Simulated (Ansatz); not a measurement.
Turn this script for Ansatz 0.2.0 through its Python package into the input file that the command-line program reads.

`md_geh4s2.py`
```python
"""A short Born-Oppenheimer trajectory of GeH4S2."""

import ansatz as az
from ase import Atoms
import numpy as np


def main() -> None:
    atoms = Atoms(["S", "S", "Ge", "H", "H", "H", "H"], positions=[
        (-0.934, -1.9915, 0.0142),
        (-1.4997, 0.0288, 0.594),
        (0.539, 0.7629, 0.228),
        (-1.23, -1.6722, -1.3457),
        (0.9542, 0.528, -1.2614),
        (0.6483, 2.29, 0.5694),
        (1.5836, -0.0139, 1.1558),
    ])
    system = az.Crystal.molecule_from_ase(atoms)

    model = system.calculation()
    model = model.basis(gaussian="def2-SVP")
    model = model.functional("pbe0", dispersion="d4")
    model = model.md("nvt_nose_hoover", timestep=0.25, steps=30, temperature=300, initial_velocities="maxwell_boltzmann", seed=48, thermostat_time=20)
    frames = []
    model.session().plan().execute(on_event=lambda e: frames.append(e["data"]) if e["event"] == "md_step" else None)
    print("t (fs)   E_pot (eV)      E_kin (eV)   T (K)   d(0-1) (A)")
    for f in frames[::3]:
        xyz = np.array(f["positions_ang"])
        print(f"{f['time_fs']:6.2f} {f['lagrangian_ev']:14.5f} {f['e_kin_ev']:10.5f} {f['temperature_k']:8.1f} {np.linalg.norm(xyz[0] - xyz[1]):9.4f}")
    kept = np.array([f["conserved_ev"] for f in frames])
    print(f"conserved energy moves by at most {1000 * np.ptp(kept):.3f} meV")


if __name__ == "__main__":
    main()
```

```console
$ python md_geh4s2.py
t (fs)   E_pot (eV)      E_kin (eV)   T (K)   d(0-1) (A)
  0.00   -78225.70376    0.19389    300.0    2.1766
  0.75   -78225.72322    0.21327    330.0    2.1818
  1.50   -78225.75121    0.24109    373.0    2.1865
  2.25   -78225.77393    0.26345    407.6    2.1909
  3.00   -78225.77833    0.26727    413.5    2.1949
  3.75   -78225.75963    0.24785    383.5    2.1985
  4.50   -78225.72693    0.21440    331.7    2.2017
  5.25   -78225.69992    0.18668    288.8    2.2045
  6.00   -78225.69496    0.18097    280.0    2.2069
  6.75   -78225.71200    0.19714    305.0    2.2088
  7.50   -78225.73648    0.22064    341.4    2.2103
conserved energy moves by at most 0.339 meV
```

`input.yaml`:
```yaml
crystal:
  periodic: [false, false, false]
  atoms:
    - { symbol: S, position_ang: [-0.934, -1.9915, 0.0142] }
    - { symbol: S, position_ang: [-1.4997, 0.0288, 0.594] }
    - { symbol: Ge, position_ang: [0.539, 0.7629, 0.228] }
    - { symbol: H, position_ang: [-1.23, -1.6722, -1.3457] }
    - { symbol: H, position_ang: [0.9542, 0.528, -1.2614] }
    - { symbol: H, position_ang: [0.6483, 2.29, 0.5694] }
    - { symbol: H, position_ang: [1.5836, -0.0139, 1.1558] }
basis:
  gaussian:
    orbitals: def2-SVP
hamiltonian:
  xc: pbe0
  dispersion: d4
md:
  timestep: 0.25
  n_steps: 30
  ensemble: nvt_nose_hoover
  temperature: 300.0
  nose_hoover:
    tau: 20.0
  initial_velocities: maxwell_boltzmann
  seed: 48
```

Reading the output:
- Total energies depend on the basis set; only differences at equal settings carry meaning.
- The trajectory is only some femtoseconds long, so its temperature is not equilibrated; where the script doesn't relax first, it starts from a rough generated geometry.
- The temperature counts the internal degrees of freedom alone.
- Timing: 90 s on 1 thread of Arm Neoverse V2, on a shared host, peak memory 0.27 GiB.

(Lines on the test bed's own set-up are left out of the output.)
